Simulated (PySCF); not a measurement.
# H12P4Pd ([Pd(PH3)4]2+): the cost of one run

Computed with PySCF 2.14.0 and routines of our own; the level stands in each step. Atoms count from 0.

### Step 1. The starting structure

17 atoms, charge 2, states of the metal's open shell are computed; geometry from: model start, shaken.

### Step 2. Optimising the geometry at PBE0-D3(BJ)/def2-SVP

What the job is given:

```
{"job": {"xc": "PBE0", "basis": "def2-SVP", "d3": "d3bj", "grid": 1, "maxiter": 45, "solvent": "water", "kind": "geom"}, "charge": 2, "metal": "Pd", "open_shell": "d8"}
Pd     0.000020     0.004480    -0.004110
P      2.486640    -0.006820    -0.014870
H      3.189330     1.262060    -0.007380
H      3.179120    -0.613630     1.080920
H      3.190010    -0.634940    -1.076010
P     -2.489570    -0.020160    -0.006860
H     -3.216950    -1.261300    -0.027630
H     -3.191960     0.601970     1.079640
H     -3.186080     0.618180    -1.113320
P     -0.008080     2.499270     0.001700
H     -0.022950     3.181260     1.227280
H      1.063440     3.204340    -0.633090
H     -1.076060     3.201700    -0.629730
P     -0.001680    -2.498340     0.000960
H     -0.018380    -3.187290    -1.221580
H      1.052360    -3.175540     0.622770
H     -1.085190    -3.158420     0.632410
```

Command:

```bash
OMP_NUM_THREADS=1 python lf_run.py task.json out
```

The driver reads the jobs from task.json and runs them one after another.

Q: Estimate the wall time and peak memory of this first job on 1 thread of Arm Neoverse V1, shared host.

About 9.7 min, with a peak of 1.4 GiB.
